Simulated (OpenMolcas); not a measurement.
# GeH4 (germane) at HF/3-21G

Wanted: an optimisation with harmonic vibrations of GeH4 (germane). 

Program for the calculation: OpenMolcas 26.06.

2 further runs of the same task are left out: 2 set aside as unsound or not needed.

## (1) The system as given

GeH4 has 5 atoms, charge 0, and is taken as a singlet. SMILES: `[GeH4]`. The coordinates come from a PBE0-D4/def2-TZVP relaxation. The run starts from this shape.

Bond lengths: Ge1–H2 1.534 Å, Ge1–H3 1.534 Å, Ge1–H4 1.534 Å, Ge1–H5 1.534 Å. Angles: H2–Ge1–H3 109.5°, H2–Ge1–H4 109.5°, H2–Ge1–H5 109.5°, H3–Ge1–H4 109.5°, H3–Ge1–H5 109.5°, H4–Ge1–H5 109.5°.

## (2) An optimisation with harmonic vibrations at HF/3-21G

job.inp reads:

```
&GATEWAY
 BasLib=$CurrDir
 Coord
 5
 bohr
 Ge     0.00018897     0.00018897     0.00000000
 H      2.16959456    -1.42919987     1.28614760
 H     -2.34099272    -0.05669178     1.70869036
 H     -0.62209784    -1.26441575    -2.53336684
 H      0.79330703     2.75030740    -0.46128215
 Basis=3-21G
 Group=NoSym
>>> EXPORT MOLCAS_MAXITER=50
>>> Do While

&SEWARD

&SCF
 PrOrbitals=0

&SLAPAF
>>> EndDo
>>> COPY $Project.Opt.xyz $CurrDir/final.xyz
>>> COPY $Project.slapaf.h5 $CurrDir/final.slapaf.h5

&MCKINLEY

&MCLR
 Thermochemistry
 12
 1.0
 298.15
 End of PT
```

The basis set 3-21G is read from a file made from the Basis Set Exchange's data (not shown).

Run with:

```
$ export MOLCAS_MEM=1860
$ pymolcas job.inp > job.log
```

The log of the run:

```text
--- Start Module: gateway ---
[...]
--- Stop Module: gateway /rc=_RC_ALL_IS_WELL_ ---
[...]
      Basis functions           30
[...]
       Convergence after   7 Iterations
[...]
::    Total SCF energy                              -2067.6195366729
[...]
 *              Molecular gradients               *
 **************************************************
  Irreducible representation: a
 ------------------------------------------------------------------------------------------
                              X                       Y                       Z
 ------------------------------------------------------------------------------------------
  GE1               2.49497452905123E-05   -2.82826540339010E-06    1.12119948217568E-05
  H2               -6.52980549775251E-04    4.08696283186405E-04   -3.77112058467688E-04
  H3                6.87728189449288E-04    7.71321666434566E-06   -5.03802145215282E-04
  H4                1.72176604619212E-04    3.54473046797921E-04    7.38376636178373E-04
  H5               -2.31873989580800E-04   -7.68054281254038E-04    1.31325572678698E-04
 ------------------------------------------------------------------------------------------
[...]
 Geometry is converged in   3 iterations to a Minimum Structure
*****************************************************************************************************************
*****************************************************************************************************************
++ Geometry section
********************************************************************************
  Geometrical information of the final structure
********************************************************************************
  NOTE: on convergence the final predicted structure will be printed here.
  This is not identical to the structure printed in the head of the output.
 *********************************************************
[...]
       Convergence after   2 Iterations
[...]
::    Total SCF energy                              -2067.6195445126
[...]
      Total spin, S                                     0.0000000000
[...]
      Total electronic charge=   36.000000
      Total            charge=   -0.000000
[...]
      Dipole Moment (debye):
      Origin of the operator (angstrom)=   -0.0000    0.0000    0.0000
                   X= -1.2743E-05               Y= -2.2479E-05               Z=  1.1278E-05           Total=  2.8194E-05
      Quadrupole Moment (debye*angstrom):
[...]
--- Start Module: mclr ---
[...]
     Frequency:         0.02      0.02      0.02     47.61     47.62     47.64
[...]
     Frequency:       913.51    913.52    913.52    955.01    955.01   2128.55
[...]
--- Stop Module: mclr /rc=_RC_ALL_IS_WELL_ ---
[...]
        Frequency:         2128.55 cm-1
      ---------------------------------
[...]
        Frequency:         2128.55 cm-1
      ---------------------------------
[...]
        Frequency:         2128.56 cm-1
      ---------------------------------
[...]
        Frequency:         2156.32 cm-1
      ---------------------------------
[...]
```

Run time: 4.5 s. Hardware: 1 thread of Intel Xeon 6975P-C (Granite Rapids), shared host; peak memory 0.38 GiB.

## (3) Summary of results

At HF/3-21G:

```
                   quantity           value
               total energy  -2067.61954 Eh
              dipole moment          0.00 D
                HOMO energy       -12.79 eV
                LUMO energy         4.93 eV
              HOMO–LUMO gap        17.72 eV
 lowest harmonic wavenumber        914 cm⁻¹
highest harmonic wavenumber       2156 cm⁻¹
```

**Reading.** At the final geometry: Bond lengths: Ge1–H2 1.537 Å, Ge1–H3 1.537 Å, Ge1–H4 1.537 Å, Ge1–H5 1.537 Å. Angles: H2–Ge1–H3 109.5°, H2–Ge1–H4 109.5°, H2–Ge1–H5 109.5°, H3–Ge1–H4 109.5°, H3–Ge1–H5 109.5°, H4–Ge1–H5 109.5°. All 9 modes are real, so the shape is a minimum at this level. Mulliken charges run from -0.18 on H2 to +0.72 on Ge1; they depend strongly on the basis.
